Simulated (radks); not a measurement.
# Ti inside a hard spherical wall

An exercise on one series of results from a longer session: the logs are not shown, and one member is left open.

Method: non-relativistic Kohn-Sham, LDA (Slater exchange, Perdew-Wang correlation), spin-polarised, spherical densities, point nucleus; open shells are filled with parallel spins first. Code: radks (a radial shooting solver on a logarithmic mesh, Libxc functionals) version 1.

## The atom as given

```
element       : titanium (Z = 22)
charge        : 0
electrons     : 22
configuration : [Ar] 3d2 4s2
```

The outer shells:

Ti
```
[Ar] core
3d [↑ ][↑ ][  ][  ][  ]
4s [↑↓]
```

Set-up of the first run:

Input:

```text
Z 22
configuration [Ar] 3d2 4s2 4p0 5s0 4d0
relativity non-relativistic
functional lda,pw
spin polarised
nucleus point
```

Among the steps run: The free atom; Wall at 15 bohr; Wall at 12 bohr; Wall at 8 bohr; Wall at 4 bohr; Wall at 2.5 bohr; Wall at 1.5 bohr.

One table of the session follows, with a row left open; its other results are not shown here.

| R (bohr) | E − E(free) (eV) | ε(4s) (eV) | ε(4p, empty) (eV) | ε(5s, empty) (eV) | ε(4d, empty) (eV) |
| --- | --- | --- | --- | --- | --- |
| free | 0.000 | -4.753 | -1.649 | -0.073 | - |
| 15 | 0.000 | -4.752 | -1.645 | 0.287 | 0.999 |
| 12 | ? | ? | ? | ? | ? |
| 8 | 0.212 | -4.426 | -1.010 | 4.655 | 3.765 |
| 4 | 15.297 | 5.486 | 12.254 | 48.713 | 25.513 |
| 2.5 | 121.48 | 55.072 | 67.882 | 190.31 | 87.354 |
| 1.5 | 933.38 | 318.49 | 327.53 | 754.40 | 317.34 |

Estimate the missing values for R (bohr) = 12.

Worked estimate for «E − E(free) (eV)». A straight line through the neighbours (15, 0.000) and (8, 0.212) gives 0.000 + (0.212 − 0.000) × (12 − 15) / (8 − 15) = 0.091; a parabola fitted to 3 rows on both sides gives -3.990.

**Answer.** E − E(free) (eV): 0.003; ε(4s) (eV): -4.744; ε(4p, empty) (eV): -1.616; ε(5s, empty) (eV): 0.856; ε(4d, empty) (eV): 1.464. In «E − E(free) (eV)» the line misses by +0.088 and the parabola by -3.993. Between these rows the values bend or scatter more than so simple an estimate can follow.

What this shows: Eigenvalues are for spin up. From R = 4 bohr inwards the highest occupied level lies above zero, pushed up by confinement. Shells are not refilled when levels cross, and a hard wall is a model, not a crystal.
